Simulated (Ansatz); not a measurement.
**Al2GaP3: the band gap up the ladder of functionals**

An exercise on one series of results from a longer session: the logs are not shown, and one member is left open.

The runs shown are made with Ansatz 0.2.0. PAW datasets, plane waves. These are computed values for a spin-unpolarised cell that may be hypothetical; none is a measurement.

## Starting point

The cell was relaxed beforehand with r2SCAN.

It is orthorhombic, Imm2 (No. 44); a = 3.869 Å, b = 11.606 Å, c = 5.469 Å in the conventional setting, 20.46 Å³ an atom. Al has 4 P at 2.37 Å; P has 1 Ga at 2.37 Å and 3 Al at 2.37 Å; Ga has 4 P at 2.37 Å; P has 2 Ga at 2.37 Å and 2 Al at 2.37 Å.

As a file:

Space group Imm2 (No. 44). a = 3.869 Å, b = 11.606 Å, c = 5.469 Å, α = 90.00°, β = 90.00°, γ = 90.00°
| atom | site | symmetry | x | y | z |
| --- | --- | --- | --- | --- | --- |
| Al | 4d | m.. | 0.5000 | 0.1666 | 0.5000 |
| P | 4d | m.. | 0.0000 | 0.1665 | 0.2500 |
| Ga | 2a | mm2 | 0.0000 | 0.0000 | 0.9999 |
| P | 2b | mm2 | 0.5000 | 0.0000 | 0.7502 |

The first run:

File input.yaml:

```yaml
crystal:
  lattice:
    - [-1.9343324605, 5.8028342932, 2.7346188875]
    - [1.9343324605, -5.8028342932, 2.7346188875]
    - [1.9343324605, 5.8028342932, -2.7346188875]
  atoms:
    - { symbol: Al, position: [0.6665651013, 0.999951569, 0.6666135323] }
    - { symbol: P, position: [0.4164904416, 0.2499762241, 0.1665142176] }
    - { symbol: Al, position: [0.3333380367, -4.8431e-05, 0.3333864677] }
    - { symbol: P, position: [0.0834620065, 0.2499762241, 0.8334857824] }
    - { symbol: Ga, position: [-5.42226e-05, -5.42226e-05, 0.0] }
    - { symbol: P, position: [0.7501986364, 0.2501986364, 0.5] }
kpoints:
  mp_grid: { grid: [8, 8, 8] }
  band_path:
    path:
      - [[0.0, 0.0, 0.0], [0.5, -0.5, 0.5], [0.2777793391848, -0.2777793391848, 0.7222206608152]]
      - [[-0.2777793391848, 0.2777793391848, 0.2777793391848], [0.0, 0.0, 0.0], [0.305520489815, 0.305520489815, -0.305520489815]]
      - [[0.694479510185, -0.305520489815, 0.305520489815], [0.5, -0.5, 0.5]]
      - [[0.0, 0.0, 0.0], [5.030308321768e-17, 0.5, -1.496358675697e-17], [0.25, 0.25, 0.25], [0.5, 8.564257967839e-17, 1.263943990858e-16], [0.0, 0.0, 0.0], [7.178082901273e-17, -3.351597537302e-17, 0.5], [0.25, 0.25, 0.25]]
    npoints: 10
hamiltonian:
  xc: pbe
scf:
  occupations: { method: fermi_dirac, width: 0.02 }
  n_extra_bands: 5
output:
  forces: true
  stress: true
  eigenvalues: true
```

Started as:

```
$ ansatz run input.yaml --threads 4 --pin off --max-ram 6451MiB --backend cpu --events-out ev --progress --plain --runs-dir out
```

Steps of the session up to this table: PBE band path; r2SCAN at the same geometry; HSE06; PBE+SOC; Single point with PBE0.

One of the session's tables, all rows but one given; the rest of the session is left out.

| level | gap (eV) |
| --- | --- |
| PBE | 1.61 |
| r2SCAN | ? |
| HSE06 | 2.28 |
| PBE+SOC | 1.59 |
| PBE0 | 2.95 |

Q: Estimate the row for r2SCAN from the others.

The run gave: gap (eV): 1.92. In the column «gap (eV)» it lies between PBE (1.61) and HSE06 (2.28).

Meshes: PBE 8×8×8, r2SCAN 8×8×8, HSE06 4×4×4, PBE+SOC 8×8×8, PBE0 4×4×4

What this shows: PBE+SOC gives the least gap, 1.59 eV, and PBE0 the largest, 2.95 eV. Against HSE06, PBE is short by 0.67 eV, at 71 % of it, and r2SCAN 84 %. PBE0 lies 0.67 eV above HSE06, which differs from it by screening the long-range exchange.

To keep in mind: Warnings in the runs' records: stress scf threshold loose, stress exchange threshold loose.
